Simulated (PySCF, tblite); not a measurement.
# BeFH2Li, a complex of two parts: NMR shifts, interaction energy, infrared bands, spin-spin couplings, core binding energies and electronic excitations

What NMR shifts, interaction energy, infrared bands, spin-spin couplings, core binding energies and electronic excitations should one expect for `[BeH2]` with `[Li][F]`?

Programs: tblite 0.8.0 and PySCF 2.14.0. All values are calculated, for the isolated system unless a continuum is named. Atoms count from 0, parts from 1.

## 1. Starting point

5 atoms, charge 0, multiplicity 1; geometry: rigid parts in contact. Parts: 1 = atoms 0–2, `[BeH2]`, charge 0; 2 = atoms 3–4, `[Li][F]`, charge 0.

## 2. Bringing the parts together with GFN2-xTB

The job: settings as JSON, then the geometry in Å.

```
{"job": {"kind": "dock", "xc": "GFN2-xTB", "basis": "xTB"}, "charge": 0, "multiplicity": 1, "parts": [{"atoms": "0-2", "charge": 0, "multiplicity": 1}, {"atoms": "3-4", "charge": 0, "multiplicity": 1}]}
Be     0.000053    -0.000140    -0.000052
H      0.830634     0.969050     0.088215
H     -0.830687    -0.968910    -0.088164
Li     2.662224     0.610228    -0.318175
F      2.875925    -0.582020    -1.237452
```

With the program's defaults for keys left out, this is: GFN2-xTB search for minima from random contacts, gas phase.

Launch:

```
$ OMP_NUM_THREADS=1 python cluster_run.py task.json out
```

This one command runs all jobs of the session in turn.

**Question.** The jobs that follow are: PBE0-D3(BJ)/def2-TZVPD geometry optimisation, gas phase; GIAO PBE0/pcSseg-3 NMR shielding, non-relativistic, gas phase; CCSD(T)/aug-cc-pVDZ and MP2/aug-cc-pVTZ, aug-cc-pVQZ counterpoise interaction energy, frozen core, gas phase; PBE0-D3(BJ)/def2-TZVPD harmonic vibrations by differences of gradients, gas phase; B3LYP/pcJ-2 indirect spin-spin coupling, non-relativistic, gas phase; delta-SCF UKS SCAN, pcX-2 on the ionised atom, pcseg-1 elsewhere, spin-free X2C; TDDFT CAM-B3LYP/def2-TZVPD, vertical, gas phase, core orbitals frozen in the response. Predict: binding energy (GFN2-xTB); point group; rotational constants (main isotopes); shieldings of H, Be, Li, F (PBE0/pcSseg-3); largest proton shift on binding; interaction energy, CCSD(T) limit estimate; MP2/aug-cc-pVQZ; T1 diagnostic; strongest single infrared mode (PBE0-D3(BJ)/def2-TZVPD); largest coupling of the table (B3LYP/pcJ-2); Be1s binding energies, SCAN/pcX-2; Li1s binding energies, SCAN/pcX-2; F1s binding energies, SCAN/pcX-2; lowest singlet (CAM-B3LYP/def2-TZVPD); brightest single state of those computed; lowest triplet.

**Answer**, as computed:

```
                                               quantity                                               value
                              binding energy (GFN2-xTB)                                     -22.44 kcal/mol
                                            point group                                                  Cs
                   rotational constants (main isotopes)                             32.89, 20.28, 12.55 GHz
             shieldings of H, Be, Li, F (PBE0/pcSseg-3)  H2 27.5, H1 27.8, Be0 91.5, Li3 89.3, F4 298.6 ppm
                        largest proton shift on binding                                       H2, +0.56 ppm
             interaction energy, CCSD(T) limit estimate                                     -69.70 kcal/mol
                                        MP2/aug-cc-pVQZ                                     -68.94 kcal/mol
                                          T1 diagnostic                                              0.0128
strongest single infrared mode (PBE0-D3(BJ)/def2-TZVPD)                                           1574 cm⁻¹
            largest coupling of the table (B3LYP/pcJ-2)                              ²J(H,F) H1–F4, 71.0 Hz
                      Be1s binding energies, SCAN/pcX-2                                       Be0 119.41 eV
                      Li1s binding energies, SCAN/pcX-2                                        Li3 64.75 eV
                       F1s binding energies, SCAN/pcX-2                                        F4 691.81 eV
                  lowest singlet (CAM-B3LYP/def2-TZVPD)                         5.48 eV (226 nm), f = 0.035
               brightest single state of those computed                         state 5, 7.28 eV, f = 0.117
                                         lowest triplet                                             5.31 eV
```

What this shows: On relaxing, metal atoms bound new neighbours (Be0–F4). At its xTB geometry the search ends with the contact Be0···F4 (bond, 1.62 Å); 6 starts can't prove it the lowest minimum. Further contacts there: H1···Li3 (bond, 1.75 Å). A later relaxation moves these distances. Over 11 steps the energy fell by 0.056 eV; of the close pairs, Be0–F4 changed most, 1.598 to 1.521 Å. At PBE0/pcSseg-3: Shielding is most anisotropic at F4 (span 287 ppm, paramagnetic term -170 ppm). On binding (GIAO PBE0/pcSseg-3 NMR shielding, non-relativistic, gas phase), H2 moves most among the protons, 0.56 ppm downfield. The interaction energy leaves out the deformation of the parts, 18.03 kcal/mol at MP2. So large a deformation means that a part is far from its own minimum, so a sum across the two methods would be rough. No mode is imaginary at PBE0-D3(BJ)/def2-TZVPD; the softest lies at 334 cm⁻¹.
